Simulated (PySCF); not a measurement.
# One shape, several levels: BHSeF2 (SMILES FB(F)[SeH])

We compute a comparison of 6 runs (HF/STO-3G, HF/3-21G, B3LYP/6-31G*, BLYP/def2-SVP, PBE0/def2-SVP, MP2/def2-SVP) of BHSeF2. The job is set up through a Python script.

Program for the calculation: PySCF 2.14.0.

**1. The structure to begin with**

The species is BHSeF2 (5 atoms), meant as a singlet with charge 0. SMILES: `FB(F)[SeH]`. Geometry: relaxed at PBE0-D4/def2-TZVP.

Bond lengths: F1–B2 1.317 Å, B2–F3 1.317 Å, B2–Se4 1.941 Å, Se4–H5 1.467 Å. Angles: F1–B2–F3 118.4°, F1–B2–Se4 119.0°, F3–B2–Se4 122.6°, B2–Se4–H5 93.2°.

**2. Energy and forces at HF/STO-3G (run 1)**

File run.py:

```python
from pyscf import gto, scf

mol = gto.M(
    atom='''
F      0.971300    -1.477000     0.583800
B      0.105300    -0.542100     0.251300
F     -1.159100    -0.716000     0.574300
Se     0.735700     1.032900    -0.691600
H     -0.603400     1.628400    -0.759200
''',
    charge=0,
    basis='sto-3g',
    verbose=4,
    max_memory=1860,
)

mf = scf.RHF(mol)
mf.conv_tol = 1e-10
mf.kernel()
if not mf.converged:
    mf = mf.newton().run(mf.mo_coeff, mf.mo_occ)

energy = mf.e_tot
print('E = %.10f Eh' % energy)
grad = mf.nuc_grad_method().kernel()
mf.analyze()
```

The run is started by

```
$ OMP_NUM_THREADS=1 python run.py
```

Standard output:

```text
PySCF version 2.14.0

[INPUT] num. atoms = 5
[INPUT] num. electrons = 58
[INPUT] charge = 0
[INPUT] spin (= nelec alpha-beta = 2S) = 0
[INPUT] symmetry False subgroup None
[INPUT] Mole.unit = angstrom
[INPUT] Symbol           X                Y                Z      unit          X                Y                Z       unit  Magmom
[INPUT]  1 F      0.971300000000  -1.477000000000   0.583800000000 AA    1.835490984790  -2.791125485983   1.103222111521 Bohr   0.0
[INPUT]  2 B      0.105300000000  -0.542100000000   0.251300000000 AA    0.198988160917  -1.024420532127   0.474888175103 Bohr   0.0
[INPUT]  3 F     -1.159100000000  -0.716000000000   0.574300000000 AA   -2.190381550983  -1.353043905189   1.085269713338 Bohr   0.0
[INPUT]  4 Se     0.735700000000   1.032900000000  -0.691600000000 AA    1.390271509843   1.951898114063  -1.306934587749 Bohr   0.0
[INPUT]  5 H     -0.603400000000   1.628400000000  -0.759200000000 AA   -1.140260743563   3.077230021242  -1.434680073770 Bohr   0.0

[... 44 lines left out ...]
converged SCF energy = -2594.7278990531
[... 16 lines left out ...]
Two-electron Energy =                 1270.977381706074766
[... 5 lines left out ...]
MO #2   energy= -58.7715156216997  occ= 2
[... 3 lines left out ...]
MO #6   energy= -25.980262014546   occ= 2
[... 3 lines left out ...]
MO #10  energy= -6.07534187129622  occ= 2
[... 3 lines left out ...]
MO #14  energy= -1.69331167964963  occ= 2
[... 3 lines left out ...]
MO #18  energy= -1.55065258374758  occ= 2
[... 3 lines left out ...]
MO #22  energy= -0.610762884730638 occ= 2
[... 3 lines left out ...]
MO #26  energy= -0.485126283343348 occ= 2
[... 3 lines left out ...]
MO #30  energy= 0.300887609846651  occ= 0
[... 3 lines left out ...]
MO #34  energy= 0.766893797513462  occ= 0
[... 3 lines left out ...]
pop of  0 F 2s            1.82447
pop of  0 F 2px           1.75570
pop of  0 F 2py           1.69911
pop of  0 F 2pz           1.81048
pop of  1 B 1s            1.99959
pop of  1 B 2s            0.87790
pop of  1 B 2px           0.66108
pop of  1 B 2py           0.70744
pop of  1 B 2pz           0.55899
pop of  2 F 1s            1.99994
pop of  2 F 2s            1.82453
pop of  2 F 2px           1.56128
pop of  2 F 2py           1.89044
pop of  2 F 2pz           1.81372
pop of  3 Se 1s           2.00000
pop of  3 Se 2s           1.99997
pop of  3 Se 3s           1.99991
pop of  3 Se 4s           1.75084
pop of  3 Se 2px          2.00000
pop of  3 Se 2py          2.00000
pop of  3 Se 2pz          2.00000
pop of  3 Se 3px          1.99937
pop of  3 Se 3py          1.99944
pop of  3 Se 3pz          1.99979
pop of  3 Se 4px          1.24649
pop of  3 Se 4py          1.26971
pop of  3 Se 4pz          1.73599
pop of  3 Se 3dxy         1.99844
pop of  3 Se 3dyz         1.99889
pop of  3 Se 3dz^2        1.99920
pop of  3 Se 3dxz         1.99978
pop of  3 Se 3dx2-y2      1.99864
pop of  4 H 1s            1.01893
 ** Mulliken atomic charges  **
charge of    0F =     -0.08970
charge of    1B =      0.19501
charge of    2F =     -0.08992
charge of    3Se =      0.00354
charge of    4H =     -0.01893
Dipole moment(X, Y, Z, Debye): -1.19761, -0.00639,  0.22269
```

Wall time 2.1 s (1 thread of Intel Xeon at 2.70GHz, shared host); peak memory 0.12 GiB.

**3. Energy and forces at HF/3-21G (run 2)**

File input.py:

```python
from pyscf import gto

mol = gto.M(
    atom='''
F    0.971300  -1.477000   0.583800
B    0.105300  -0.542100   0.251300
F   -1.159100  -0.716000   0.574300
Se   0.735700   1.032900  -0.691600
H   -0.603400   1.628400  -0.759200
''',
    verbose=4,
    basis='3-21g',
    max_memory=1860,
)

mf = mol.RHF()
mf.conv_tol = 1e-10
mf.kernel()
if not mf.converged:
    mf = mf.newton().run(mf.mo_coeff, mf.mo_occ)

e_tot = mf.e_tot
print('E(%s) = %.9f' % ('HF', e_tot))
grad = mf.nuc_grad_method().kernel()
dip = mf.dip_moment()
pop, q = mf.mulliken_pop()
```

The run is started by

```
$ OMP_NUM_THREADS=1 python input.py
```

Standard output:

```text
PySCF version 2.14.0

[INPUT] num. atoms = 5
[INPUT] num. electrons = 58
[INPUT] charge = 0
[INPUT] spin (= nelec alpha-beta = 2S) = 0
[INPUT] symmetry False subgroup None
[INPUT] Mole.unit = angstrom
[INPUT] Symbol           X                Y                Z      unit          X                Y                Z       unit  Magmom
[INPUT]  1 F      0.971300000000  -1.477000000000   0.583800000000 AA    1.835490984790  -2.791125485983   1.103222111521 Bohr   0.0
[INPUT]  2 B      0.105300000000  -0.542100000000   0.251300000000 AA    0.198988160917  -1.024420532127   0.474888175103 Bohr   0.0
[INPUT]  3 F     -1.159100000000  -0.716000000000   0.574300000000 AA   -2.190381550983  -1.353043905189   1.085269713338 Bohr   0.0
[INPUT]  4 Se     0.735700000000   1.032900000000  -0.691600000000 AA    1.390271509843   1.951898114063  -1.306934587749 Bohr   0.0
[INPUT]  5 H     -0.603400000000   1.628400000000  -0.759200000000 AA   -1.140260743563   3.077230021242  -1.434680073770 Bohr   0.0

[... 46 lines left out ...]
converged SCF energy = -2611.55257373224
[... 12 lines left out ...]
Dipole moment(X, Y, Z, Debye): -0.66208,  0.87903, -0.34057
[... 18 lines left out ...]
pop of  1 B 3pz           0.20662
pop of  2 F 1s            1.98502
pop of  2 F 2s            0.44549
pop of  2 F 3s            1.52753
pop of  2 F 2px           0.75925
pop of  2 F 2py           0.86825
pop of  2 F 2pz           0.84285
pop of  2 F 3px           0.91501
pop of  2 F 3py           1.01501
pop of  2 F 3pz           1.01259
pop of  3 Se 1s           1.99983
pop of  3 Se 2s           1.99727
pop of  3 Se 3s           2.00042
pop of  3 Se 4s           0.77296
pop of  3 Se 5s           1.17145
pop of  3 Se 2px          1.99740
pop of  3 Se 2py          1.99744
pop of  3 Se 2pz          1.99769
pop of  3 Se 3px          1.98753
pop of  3 Se 3py          1.98773
pop of  3 Se 3pz          1.98982
pop of  3 Se 4px          0.64811
pop of  3 Se 4py          0.67067
pop of  3 Se 4pz          0.76455
pop of  3 Se 5px          0.58872
pop of  3 Se 5py          0.53675
pop of  3 Se 5pz          0.95568
pop of  3 Se 3dxy         1.99815
pop of  3 Se 3dyz         1.99783
pop of  3 Se 3dz^2        1.99871
pop of  3 Se 3dxz         1.99949
pop of  3 Se 3dx2-y2      1.99804
pop of  4 H 1s            0.41532
pop of  4 H 2s            0.56802
 ** Mulliken atomic charges  **
charge of    0F =     -0.37270
charge of    1B =      0.78325
charge of    2F =     -0.37100
charge of    3Se =     -0.05622
charge of    4H =      0.01666
```

It took 2.1 s on 1 thread of Intel Xeon at 2.70GHz, shared host; peak memory 0.12 GiB.

Runs 3 to 4 aren't shown in full; the table further down has their settings and results.

**4. Energy and forces at PBE0/def2-SVP (run 5)**

File job.py:

```python
from pyscf import gto, dft

molecule = gto.M(
    atom='''
F        0.971300      -1.477000       0.583800
B        0.105300      -0.542100       0.251300
F       -1.159100      -0.716000       0.574300
Se       0.735700       1.032900      -0.691600
H       -0.603400       1.628400      -0.759200
''',
    charge=0,
    basis='def2-svp',
    verbose=4,
    spin=0,
    max_memory=1860,
)

calc0 = dft.RKS(molecule)
calc0.xc = 'pbe0'
calc0.grids.level = 5
calc0.conv_tol = 1e-10
calc0.kernel()
if not calc0.converged:
    calc0 = calc0.newton().run(calc0.mo_coeff, calc0.mo_occ)

e_tot = calc0.e_tot
print('E = %.10f Eh' % e_tot)
grad = calc0.nuc_grad_method().kernel()
calc0.analyze()
```

The run is started by

```
$ OMP_NUM_THREADS=1 python job.py
```

Standard output:

```text
PySCF version 2.14.0

[INPUT] num. atoms = 5
[INPUT] num. electrons = 58
[INPUT] charge = 0
[INPUT] spin (= nelec alpha-beta = 2S) = 0
[INPUT] symmetry False subgroup None
[INPUT] Mole.unit = angstrom
[INPUT] Symbol           X                Y                Z      unit          X                Y                Z       unit  Magmom
[INPUT]  1 F      0.971300000000  -1.477000000000   0.583800000000 AA    1.835490984790  -2.791125485983   1.103222111521 Bohr   0.0
[INPUT]  2 B      0.105300000000  -0.542100000000   0.251300000000 AA    0.198988160917  -1.024420532127   0.474888175103 Bohr   0.0
[INPUT]  3 F     -1.159100000000  -0.716000000000   0.574300000000 AA   -2.190381550983  -1.353043905189   1.085269713338 Bohr   0.0
[INPUT]  4 Se     0.735700000000   1.032900000000  -0.691600000000 AA    1.390271509843   1.951898114063  -1.306934587749 Bohr   0.0
[INPUT]  5 H     -0.603400000000   1.628400000000  -0.759200000000 AA   -1.140260743563   3.077230021242  -1.434680073770 Bohr   0.0

[... 78 lines left out ...]
Two-electron Coulomb Energy =         1371.398399408781415
[... 9 lines left out ...]
MO #7   energy= -24.7998176759824  occ= 2
[... 7 lines left out ...]
MO #15  energy= -2.15683350643222  occ= 2
[... 7 lines left out ...]
MO #23  energy= -0.521490243753235 occ= 2
[... 7 lines left out ...]
MO #31  energy= 0.00730185410222903 occ= 0
[... 7 lines left out ...]
MO #39  energy= 0.433613109565516  occ= 0
[... 7 lines left out ...]
MO #47  energy= 0.821392843394892  occ= 0
[... 7 lines left out ...]
MO #55  energy= 1.30825466924903   occ= 0
[... 7 lines left out ...]
MO #63  energy= 1.82796346409152   occ= 0
[... 7 lines left out ...]
MO #71  energy= 3.14956827881636   occ= 0
[... 7 lines left out ...]
MO #79  energy= 3.8679557458882    occ= 0
[... 48 lines left out ...]
pop of  3 Se 5s           0.00464
pop of  3 Se 2px          1.99999
pop of  3 Se 2py          1.99999
pop of  3 Se 2pz          1.99999
pop of  3 Se 3px          1.99986
pop of  3 Se 3py          1.99986
pop of  3 Se 3pz          1.99989
pop of  3 Se 4px          1.30804
pop of  3 Se 4py          1.28441
pop of  3 Se 4pz          1.68392
pop of  3 Se 5px          0.00610
pop of  3 Se 5py          0.00862
pop of  3 Se 5pz          0.00225
pop of  3 Se 3dxy         1.99983
pop of  3 Se 3dyz         1.99988
pop of  3 Se 3dz^2        1.99988
pop of  3 Se 3dxz         1.99989
pop of  3 Se 3dx2-y2      1.99984
pop of  3 Se 4dxy         0.00430
pop of  3 Se 4dyz         0.00285
pop of  3 Se 4dz^2        0.00358
pop of  3 Se 4dxz         0.00260
pop of  3 Se 4dx2-y2      0.00423
pop of  3 Se 5dxy         0.00027
pop of  3 Se 5dyz         0.00006
pop of  3 Se 5dz^2        0.00007
pop of  3 Se 5dxz         0.00004
pop of  3 Se 5dx2-y2      0.00019
pop of  4 H 1s            0.91182
pop of  4 H 2s            0.00812
pop of  4 H 2px           0.00359
pop of  4 H 2py           0.00095
pop of  4 H 2pz           0.00062
 ** Mulliken atomic charges  **
charge of    0F =     -0.25734
charge of    1B =      0.46177
charge of    2F =     -0.25742
charge of    3Se =     -0.02191
charge of    4H =      0.07490
Dipole moment(X, Y, Z, Debye): -0.46229,  0.91865, -0.39796
```

It took 29 s on 1 thread of Intel Xeon at 2.70GHz, shared host; peak memory 0.77 GiB.

**5. Energy and gradient at MP2/def2-SVP (run 6)**

File input.py:

```python
import pyscf.grad
from pyscf import gto, scf, mp

mol = gto.M(
    atom='''
F      1.835491    -2.791125     1.103222
B      0.198988    -1.024421     0.474888
F     -2.190382    -1.353044     1.085270
Se     1.390272     1.951898    -1.306935
H     -1.140261     3.077230    -1.434680
''',
    basis='def2-svp',
    max_memory=1860,
    charge=0,
    verbose=3,
    unit='bohr',
)

mf = scf.RHF(mol)
mf.conv_tol = 1e-10
mf.kernel()
if not mf.converged:
    mf = mf.newton().run(mf.mo_coeff, mf.mo_occ)

pt = mp.MP2(mf, frozen=12).run()
e_final = pt.e_tot
print('E = %.10f Eh' % e_final)
grad = pt.Gradients().kernel()
mf.analyze()
```

The run is started by

```
$ OMP_NUM_THREADS=1 python input.py
```

Standard output:

```text
converged SCF energy = -2623.66104585476
E(RMP2) = -2624.34466571025  E_corr = -0.683619855482462
E(SCS-RMP2) = -2624.31035648554  E_corr = -0.64931063078052
E = -2624.3446657102 Eh
--------------- RMP2 gradients ---------------
         x                y                z
0 F    -0.0050267048     0.0047112916    -0.0015541736
1 B    -0.0027908616    -0.0039338611     0.0025768745
2 F     0.0075453395     0.0001013270    -0.0014347976
3 Se     0.0052827787    -0.0027947007     0.0005015553
4 H    -0.0050105519     0.0019159432    -0.0000894586
----------------------------------------------
**** MO energy ****
MO #1   energy= -460.808515514561  occ= 2
MO #2   energy= -60.6367828206754  occ= 2
MO #3   energy= -54.253371525626   occ= 2
MO #4   energy= -54.2527854352145  occ= 2
MO #5   energy= -54.2523913992661  occ= 2
MO #6   energy= -26.3238355549732  occ= 2
MO #7   energy= -26.3214022045112  occ= 2
MO #8   energy= -8.9184678241093   occ= 2
MO #9   energy= -7.76535951513431  occ= 2
MO #10  energy= -6.65636051219735  occ= 2
MO #11  energy= -6.65308435110138  occ= 2
MO #12  energy= -6.64919131361812  occ= 2
MO #13  energy= -2.64580283617227  occ= 2
MO #14  energy= -2.64384635354256  occ= 2
MO #15  energy= -2.63942267194354  occ= 2
MO #16  energy= -2.63573323035028  occ= 2
MO #17  energy= -2.63558628989086  occ= 2
MO #18  energy= -1.63768313838546  occ= 2
MO #19  energy= -1.60617437023668  occ= 2
MO #20  energy= -0.955853720969725 occ= 2
MO #21  energy= -0.828295155612728 occ= 2
MO #22  energy= -0.781950229268886 occ= 2
MO #23  energy= -0.733465539187247 occ= 2
MO #24  energy= -0.732339197021697 occ= 2
MO #25  energy= -0.677157660561782 occ= 2
MO #26  energy= -0.6697085721971   occ= 2
MO #27  energy= -0.546301180447412 occ= 2
MO #28  energy= -0.471469499027412 occ= 2
MO #29  energy= -0.38329908842997  occ= 2
MO #30  energy= 0.13272586318415   occ= 0
MO #31  energy= 0.14611210814367   occ= 0
MO #32  energy= 0.191453887005381  occ= 0
MO #33  energy= 0.276640914184694  occ= 0
MO #34  energy= 0.291856001928356  occ= 0
MO #35  energy= 0.366081776162641  occ= 0
MO #36  energy= 0.431250483610439  occ= 0
MO #37  energy= 0.505984116807898  occ= 0
MO #38  energy= 0.517417856053441  occ= 0
MO #39  energy= 0.610033046444689  occ= 0
MO #40  energy= 0.629365830308553  occ= 0
MO #41  energy= 0.659726814037519  occ= 0
MO #42  energy= 0.665000537295847  occ= 0
MO #43  energy= 0.756150399919612  occ= 0
MO #44  energy= 0.767867257427297  occ= 0
MO #45  energy= 0.797659725971249  occ= 0
MO #46  energy= 0.841470898503591  occ= 0
MO #47  energy= 1.04233518316426   occ= 0
MO #48  energy= 1.14775031357703   occ= 0
MO #49  energy= 1.30968662415408   occ= 0
MO #50  energy= 1.34436350926042   occ= 0
MO #51  energy= 1.38764985012584   occ= 0
MO #52  energy= 1.41958142345091   occ= 0
MO #53  energy= 1.50025758298112   occ= 0
MO #54  energy= 1.53882686250442   occ= 0
MO #55  energy= 1.58281765646352   occ= 0
MO #56  energy= 1.62413990776877   occ= 0
MO #57  energy= 1.6981569490175    occ= 0
MO #58  energy= 1.7494976989475    occ= 0
MO #59  energy= 1.78389681893777   occ= 0
MO #60  energy= 1.80492987872813   occ= 0
MO #61  energy= 1.90899961667339   occ= 0
MO #62  energy= 1.97169052714989   occ= 0
MO #63  energy= 2.1448021799677    occ= 0
MO #64  energy= 2.29120437908605   occ= 0
MO #65  energy= 3.40200037602005   occ= 0
MO #66  energy= 3.40750544813044   occ= 0
MO #67  energy= 3.41479066430809   occ= 0
MO #68  energy= 3.45041992692851   occ= 0
MO #69  energy= 3.51488816996668   occ= 0
MO #70  energy= 3.51565469338618   occ= 0
MO #71  energy= 3.56565458174022   occ= 0
MO #72  energy= 3.59542092500459   occ= 0
MO #73  energy= 3.6653267855795    occ= 0
MO #74  energy= 3.69411481380788   occ= 0
MO #75  energy= 3.74578835345213   occ= 0
MO #76  energy= 3.78679793319688   occ= 0
MO #77  energy= 4.01499362190166   occ= 0
MO #78  energy= 4.18937593885518   occ= 0
MO #79  energy= 4.27119871619841   occ= 0
 ** Mulliken atomic charges  **
charge of    0F =     -0.32677
charge of    1B =      0.61826
charge of    2F =     -0.32584
charge of    3Se =     -0.01046
charge of    4H =      0.04482
Dipole moment(X, Y, Z, Debye): -0.47538,  0.97864, -0.42709
```

It took 17 s on 1 thread of Intel Xeon at 2.70GHz, shared host; peak memory 0.66 GiB.

**6. Overview of the runs**

| run | level | integration grid | frozen core orbitals | energy (Eh) | dipole moment (D) of the reference | HOMO energy (eV) | LUMO energy (eV) | wall time |
| --- | --- | --- | --- | --- | --- | --- | --- | --- |
| 1 | HF/STO-3G | – | – | -2594.727899 | 1.22 | -7.85 | 8.19 | 2.1 s |
| 2 | HF/3-21G | – | – | -2611.552574 | 1.15 | -10.48 | 4.04 | 2.1 s |
| 3 | B3LYP/6-31G* (spherical functions) | 5 | – | -2626.559092 | 0.89 | -7.38 | 0.11 | 35 s |
| 4 | BLYP/def2-SVP | 5 | – | -2626.374412 | 1.01 | -6.27 | -0.63 | 27 s |
| 5 | PBE0/def2-SVP | 5 | – | -2625.860804 | 1.10 | -7.74 | 0.17 | 29 s |
| 6 | MP2/def2-SVP | – | 12 | -2624.344666 | 1.17 | -10.43 | 3.61 | 17 s |

**7. Outcome**

| quantity | value |
| --- | --- |
| run 6: total energy | -2624.34467 Eh |
| run 6: dipole moment (Hartree–Fock density) | 1.17 D |
| run 6: HOMO energy (Hartree–Fock orbitals) | -10.43 eV |
| run 6: LUMO energy (Hartree–Fock orbitals) | 3.61 eV |
| run 6: HOMO–LUMO gap (Hartree–Fock orbitals) | 14.04 eV |
| run 6: correlation energy (12 core orbitals frozen) | -683.6 mEh |
| run 6: largest force on an atom | 0.395 eV/Å |

Over runs 1, 2, 3, 4, 5 the dipole moment (its size) runs from 0.89 D (B3LYP/6-31G*) to 1.22 D (HF/STO-3G). The two ends differ in method and basis. Over runs 1, 2, 3, 4, 5 the HOMO–LUMO gap runs from 5.64 eV (BLYP/def2-SVP) to 16.04 eV (HF/STO-3G). Totals of different functionals can't be ranked against each other. In run 1 the basis is minimal, so the values are rough. All runs together took 1.9 min, the longest 35 s.
